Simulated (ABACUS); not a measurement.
# Ta3AsAu2O13 in ABACUS: the effect of functional

Crystal: Ta3AsAu2O13.

```
CELL_PARAMETERS angstrom
5.27709 3.04672 4.17017
-5.27709 3.04672 4.17017
0.00000 -6.09346 4.17017
ATOMIC_POSITIONS crystal
Au 0.96559 0.96559 0.96559
Au 0.75105 0.75105 0.75105
Ta 0.23108 0.57229 0.23108
Ta 0.23108 0.23108 0.57229
Ta 0.57229 0.23108 0.23108
As 0.55878 0.55878 0.55878
O 0.40884 0.66762 0.40884
O 0.40884 0.40884 0.66762
O 0.66762 0.40884 0.40884
O 0.49726 0.01313 0.36024
O 0.36024 0.49726 0.01313
O 0.01313 0.36024 0.49726
O 0.36024 0.01313 0.49726
O 0.01313 0.49726 0.36024
O 0.49726 0.36024 0.01313
O 0.10963 0.74806 0.10963
O 0.10963 0.10963 0.74806
O 0.74806 0.10963 0.10963
O 0.30840 0.30840 0.30840
```

The cell was built by a generator and needn't be a form met in nature.

The cell isn't the ideal one: volume scaled by 1.02.

Alike in all runs:

* Program: ABACUS 3.10.1
* Task: equation of state
* Potentials or basis: PseudoDojo NC SR 0.4.1 PBE standard
* Cutoff: 1361 eV
* Density cutoff: 5442 eV
* Basis: DZP LCAO (the cutoffs set its grid)
* k mesh: 3 × 3 × 3
* Occupations: fermi-dirac, width 0.05 eV
* Spin: no spin polarisation

| functional | gap on the mesh (eV) | pressure (GPa) | largest force (eV/Å) |
| --- | --- | --- | --- |
| LDA | 0.87 | -5.2 | 0.58 |
| PBEsol | ? | ? | ? |
| revPBE | 1.07 | 0.7 | 0.70 |
| BLYP | 1.03 | 2.2 | 1.09 |

Question: What does the run with functional PBEsol give?

Answer: gap on the mesh 0.96 eV; pressure -3.2 GPa; largest force 0.62 eV/Å.

Caveats: the atomic orbitals were generated for these runs and aren't a published set; the potentials were made for another functional, which shifts forces and pressure; spin-orbit coupling is left out, which moves the levels of the heavy elements; an odd mesh through Γ misses points on the zone boundary, where band edges often lie; the basis of atomic orbitals isn't converged, which shifts pressures, moduli and gaps.

Runs at the PBE level aren't shown here.
